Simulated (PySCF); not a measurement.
# C₇H₈ClF: vibronic structure

Aim: compute the vibronic structure of C₇H₈ClF (`FC1=C(Cl)CC=CCC1`).

Computed with PySCF 2.14.0 and routines of our own; the level stands in each step. Atoms count from 0.

### Step 1. The system as given

17 atoms, charge 0, multiplicity 1; geometry from: GFN2-xTB.

### Step 2. Vibronic structure: TDDFT PBE0/def2-SVP

The job: settings as JSON, then the geometry in Å.

```
{"job": {"kind": "vib", "xc": "PBE0", "basis": "def2-SVP", "tda": false}, "charge": 0, "multiplicity": 1}
F      0.743302     2.636865    -0.665432
C      0.594191     1.408909    -0.119873
C      1.528993     0.476544    -0.249769
Cl     3.001004     0.783047    -1.109546
C      1.364476    -0.890072     0.348844
C      0.147455    -1.624306    -0.148505
C     -1.069377    -1.152326    -0.370952
C     -1.604452     0.235903    -0.192179
C     -0.700558     1.188389     0.592877
H      2.250367    -1.480809     0.118096
H      1.310426    -0.798039     1.440287
H      0.318587    -2.676082    -0.334830
H     -1.813775    -1.844113    -0.746646
H     -1.800613     0.657936    -1.183286
H     -2.569177     0.163793     0.318409
H     -1.198159     2.152464     0.707672
H     -0.509689     0.773928     1.584921
```

Method: TDDFT PBE0/def2-SVP vertical-gradient vibronic structure (displaced harmonic oscillators, Condon), gas phase.

Run with:

```console
> OMP_NUM_THREADS=1 python excited_run.py task.json out
```

The driver reads the jobs from task.json and runs them one after another.

The program printed:

```text
final grid: 67656 points
cycle   1  E = -830.5174425339  dE =  1.302e+00  |g| = 5.083e-01  |ddm| = 4.634e+00
cycle   2  E = -830.4933012892  dE =  2.414e-02  |g| = 6.520e-01  |ddm| = 1.324e+00
cycle   3  E = -830.5712392457  dE = -7.794e-02  |g| = 8.598e-02  |ddm| = 8.036e-01
cycle   4  E = -830.5724807368  dE = -1.241e-03  |g| = 3.629e-02  |ddm| = 1.291e-01
cycle   5  E = -830.5727753787  dE = -2.946e-04  |g| = 1.119e-02  |ddm| = 5.765e-02
cycle   6  E = -830.5728012044  dE = -2.583e-05  |g| = 4.936e-03  |ddm| = 1.801e-02
cycle   7  E = -830.5728073753  dE = -6.171e-06  |g| = 6.615e-04  |ddm| = 6.336e-03
cycle   8  E = -830.5728074832  dE = -1.079e-07  |g| = 2.003e-04  |ddm| = 1.222e-03
cycle   9  E = -830.5728074918  dE = -8.658e-09  |g| = 8.469e-05  |ddm| = 2.852e-04
cycle  10  E = -830.5728074936  dE = -1.769e-09  |g| = 2.076e-05  |ddm| = 1.154e-04
cycle  11  E = -830.5728074937  dE = -1.057e-10  |g| = 4.657e-06  |ddm| = 2.789e-05
converged SCF energy = -830.5728074937

Singlet excitations (eV, f): 5.726 (0.0056)  6.182 (0.0006)  6.400 (0.0193)  6.615 (0.0841)  7.202 (0.1649)  7.306 (0.0514)

State S1  5.7256 eV  f = 0.00562  H->L 0.78, H->L+1 0.18
  relaxed dipole 4.475 D, largest gradient of the excitation energy 0.0765 Eh/bohr
  mode    cm-1        S   lambda/meV  Raman
    1     81.9   20.4440     207.6   0.080
   37   1739.8    0.5678     122.5   1.000
   36   1718.6    0.5474     116.6   0.941
    9    436.8    1.6419      88.9   0.182
   25   1169.9    0.3090      44.8   0.246
   31   1347.6    0.2590      43.3   0.274
   16    876.8    0.2700      29.3   0.121
    4    195.4    0.9061      21.9   0.020
    6    318.7    0.5316      21.0   0.031
   30   1326.0    0.1224      20.1   0.125
    7    355.0    0.4470      19.7   0.033
   11    578.2    0.2030      14.5   0.039
  reorganisation energy 0.8427 eV, total S 27.486, 0-0 4.8829 eV

State S4  6.6147 eV  f = 0.08415  H-1->L+1 0.46, H->L+1 0.34, H->L 0.10
  relaxed dipole 4.254 D, largest gradient of the excitation energy 0.0990 Eh/bohr
  mode    cm-1        S   lambda/meV  Raman
    1     81.9   31.2894     317.7   0.058
   36   1718.6    1.2282     261.7   1.000
   37   1739.8    0.2603      56.1   0.217
   18    943.1    0.3175      37.1   0.078
   15    818.6    0.2275      23.1   0.042
   30   1326.0    0.1086      17.9   0.053
    9    436.8    0.2672      14.5   0.014
    2    104.1    1.0997      14.2   0.003
   29   1317.5    0.0841      13.7   0.040
   13    660.8    0.1230      10.1   0.015
    3    172.7    0.4195       9.0   0.003
   25   1169.9    0.0563       8.2   0.021
  reorganisation energy 0.8457 eV, total S 36.087, 0-0 5.7690 eV

State S5  7.2022 eV  f = 0.16488  H-1->L+2 0.35, H-1->L+1 0.28, H-1->L 0.21
  relaxed dipole 5.325 D, largest gradient of the excitation energy 0.1096 Eh/bohr
  mode    cm-1        S   lambda/meV  Raman
   37   1739.8    0.9973     215.1   1.000
   11    578.2    1.1954      85.7   0.132
    3    172.7    2.0348      43.6   0.020
    7    355.0    0.9467      41.7   0.040
   20    986.5    0.2929      35.8   0.094
    1     81.9    3.3556      34.1   0.007
   36   1718.6    0.1495      31.9   0.146
   25   1169.9    0.2015      29.2   0.091
    2    104.1    2.0885      27.0   0.008
    4    195.4    1.0965      26.6   0.014
   38   2908.1    0.0504      18.2   0.141
   21   1024.9    0.1266      16.1   0.044
  reorganisation energy 0.7473 eV, total S 13.815, 0-0 6.4550 eV
  absorption maximum 7.121 eV, width 0.770 eV

State T1  4.0346 eV  f = 0.00000  H->L 0.48, H->L+1 0.46
  relaxed dipole 2.087 D, largest gradient of the excitation energy 0.1422 Eh/bohr
  mode    cm-1        S   lambda/meV  Raman
   36   1718.6    3.5043     746.7   1.000
   15    818.6    0.1675      17.0   0.011
   12    636.1    0.1875      14.8   0.007
    4    195.4    0.5829      14.1   0.002
   14    787.4    0.1180      11.5   0.007
   30   1326.0    0.0553       9.1   0.009
   18    943.1    0.0767       9.0   0.007
   27   1228.7    0.0585       8.9   0.009
    1     81.9    0.7893       8.0   0.001
   29   1317.5    0.0432       7.1   0.007
   37   1739.8    0.0306       6.6   0.009
   10    478.9    0.1004       6.0   0.002
  reorganisation energy 0.8868 eV, total S 6.098, 0-0 3.1478 eV
  absorption maximum 4.020 eV, width 0.916 eV
```

Wall time 52 s (1 thread of Arm Neoverse V1, shared host); peak memory 0.98 GiB.

### Step 3. Vibronic structure: TDDFT X3LYP/6-31G

Settings changed since step 2:

```diff
@@ -1,2 +1,2 @@
-{"job": {"kind": "vib", "xc": "PBE0", "basis": "def2-SVP", "tda": false}, "charge": 0, "multiplicity": 1}
+{"job": {"kind": "vib", "xc": "X3LYP", "basis": "6-31G", "tda": false, "temperature": 77, "nstates": 4, "grid": 2, "nbright": 3}, "charge": 0, "multiplicity": 1}
 F      0.743302     2.636865    -0.665432
```

With the program's defaults for keys left out, this is: TDDFT X3LYP/6-31G vertical-gradient vibronic structure (displaced harmonic oscillators, Condon), gas phase.

The program printed:

```text
coarse grid: 15272 points
cycle   1  E = -831.2188297767  dE =  1.447e+00  |g| = 5.506e-01  |ddm| = 4.150e+00
cycle   2  E = -831.1740901709  dE =  4.474e-02  |g| = 7.750e-01  |ddm| = 1.772e+00
cycle   3  E = -831.2864205963  dE = -1.123e-01  |g| = 9.633e-02  |ddm| = 9.802e-01
cycle   4  E = -831.2883136245  dE = -1.893e-03  |g| = 3.293e-02  |ddm| = 1.527e-01
cycle   5  E = -831.2885251565  dE = -2.115e-04  |g| = 1.537e-02  |ddm| = 6.302e-02
cycle   6  E = -831.2885860879  dE = -6.093e-05  |g| = 3.104e-03  |ddm| = 1.880e-02
cycle   7  E = -831.2885887211  dE = -2.633e-06  |g| = 7.843e-04  |ddm| = 5.099e-03
final grid: 144784 points
cycle   8  E = -831.2249040864  dE = -1.924e-05  |g| = 7.087e-03  |ddm| = 2.873e-02
cycle   9  E = -831.2248933671  dE =  1.072e-05  |g| = 9.930e-03  |ddm| = 1.997e-02
cycle  10  E = -831.2249163713  dE = -2.300e-05  |g| = 1.071e-03  |ddm| = 1.331e-02
cycle  11  E = -831.2249165951  dE = -2.238e-07  |g| = 1.638e-04  |ddm| = 1.334e-03
cycle  12  E = -831.2249166011  dE = -6.058e-09  |g| = 7.185e-05  |ddm| = 3.568e-04
cycle  13  E = -831.2249166024  dE = -1.286e-09  |g| = 2.413e-05  |ddm| = 1.052e-04
cycle  14  E = -831.2249166026  dE = -1.310e-10  |g| = 7.921e-06  |ddm| = 3.561e-05
converged SCF energy = -831.2249166026

Singlet excitations (eV, f): 5.863 (0.0062)  6.096 (0.0009)  6.345 (0.0093)  6.708 (0.0904)

State S1  5.8634 eV  f = 0.00615  H->L 0.63, H->L+1 0.30
  relaxed dipole 3.854 D, largest gradient of the excitation energy 0.0734 Eh/bohr
  mode    cm-1        S   lambda/meV  Raman
    1     81.9   20.7789     211.0   0.087
   37   1739.8    0.5311     114.6   1.000
   36   1718.6    0.4713     100.4   0.866
    9    436.8    1.2989      70.3   0.154
   25   1169.9    0.2939      42.6   0.250
   31   1347.6    0.2272      38.0   0.257
   16    876.8    0.2520      27.4   0.121
   30   1326.0    0.1424      23.4   0.156
    3    172.7    0.6662      14.3   0.012
    7    355.0    0.3200      14.1   0.025
    6    318.7    0.3487      13.8   0.022
    4    195.4    0.5463      13.2   0.013
  reorganisation energy 0.7685 eV, total S 26.645, 0-0 5.0948 eV

State S4  6.7084 eV  f = 0.09043  H->L+1 0.43, H-1->L+1 0.26, H->L 0.24
  relaxed dipole 2.682 D, largest gradient of the excitation energy 0.1051 Eh/bohr
  mode    cm-1        S   lambda/meV  Raman
   36   1718.6    1.5089     321.5   1.000
    1     81.9   18.0158     182.9   0.027
   37   1739.8    0.1303      28.1   0.089
   30   1326.0    0.1513      24.9   0.060
   18    943.1    0.1773      20.7   0.035
   29   1317.5    0.0849      13.9   0.033
    3    172.7    0.5558      11.9   0.004
    2    104.1    0.8296      10.7   0.002
   15    818.6    0.0897       9.1   0.013
   13    660.8    0.0643       5.3   0.006
    9    436.8    0.0927       5.0   0.004
   27   1228.7    0.0299       4.5   0.010
  reorganisation energy 0.6774 eV, total S 22.240, 0-0 6.0310 eV

State T1  4.1327 eV  f = 0.00000  H->L 0.64, H->L+1 0.30
  relaxed dipole 2.595 D, largest gradient of the excitation energy 0.1428 Eh/bohr
  mode    cm-1        S   lambda/meV  Raman
   36   1718.6    3.5592     758.4   1.000
   12    636.1    0.2284      18.0   0.009
   15    818.6    0.1354      13.7   0.009
   14    787.4    0.1240      12.1   0.007
    4    195.4    0.4355      10.5   0.002
   30   1326.0    0.0532       8.7   0.009
   18    943.1    0.0730       8.5   0.006
   27   1228.7    0.0512       7.8   0.007
   29   1317.5    0.0466       7.6   0.008
   37   1739.8    0.0307       6.6   0.009
    1     81.9    0.6183       6.3   0.000
   10    478.9    0.0950       5.6   0.002
  reorganisation energy 0.8886 eV, total S 5.795, 0-0 3.2441 eV
  absorption maximum 4.109 eV, width 0.885 eV
```

Run time: 40 s. Hardware: 1 thread of Arm Neoverse V1, shared host; peak memory 0.79 GiB.

### Step 4. Results

| quantity | value |
| --- | --- |
| S1: vertical, reorganisation, 0-0, total S (step 2, TDDFT PBE0/def2-SVP, modes from GFN2-xTB) | 5.73, 0.84, 4.88 eV; 27.5 |
| S4: vertical, reorganisation, 0-0, total S (step 2, TDDFT PBE0/def2-SVP, modes from GFN2-xTB) | 6.61, 0.85, 5.77 eV; 36.1 |
| S5: vertical, reorganisation, 0-0, total S (step 2, TDDFT PBE0/def2-SVP, modes from GFN2-xTB) | 7.20, 0.75, 6.46 eV; 13.8 |
| S1: vertical, reorganisation, 0-0, total S (step 3, TDDFT X3LYP/6-31G, modes from GFN2-xTB) | 5.86, 0.77, 5.09 eV; 26.6 |
| S4: vertical, reorganisation, 0-0, total S (step 3, TDDFT X3LYP/6-31G, modes from GFN2-xTB) | 6.71, 0.68, 6.03 eV; 22.2 |
| T1: vertical, reorganisation, 0-0, total S (step 3, TDA X3LYP/6-31G, modes from GFN2-xTB) | 4.13, 0.89, 3.24 eV; 5.8 |

What this shows: In steps 2, 3 the harmonic model is doubtful. Where the total S runs above about 15, the geometry moves far on excitation and the harmonic model is stretched, so its 0-0 value is in doubt. The vibronic model keeps the ground-state modes (from xTB) and shifts them along the gradient alone, so it can miss much of the relaxation that a full optimisation finds.
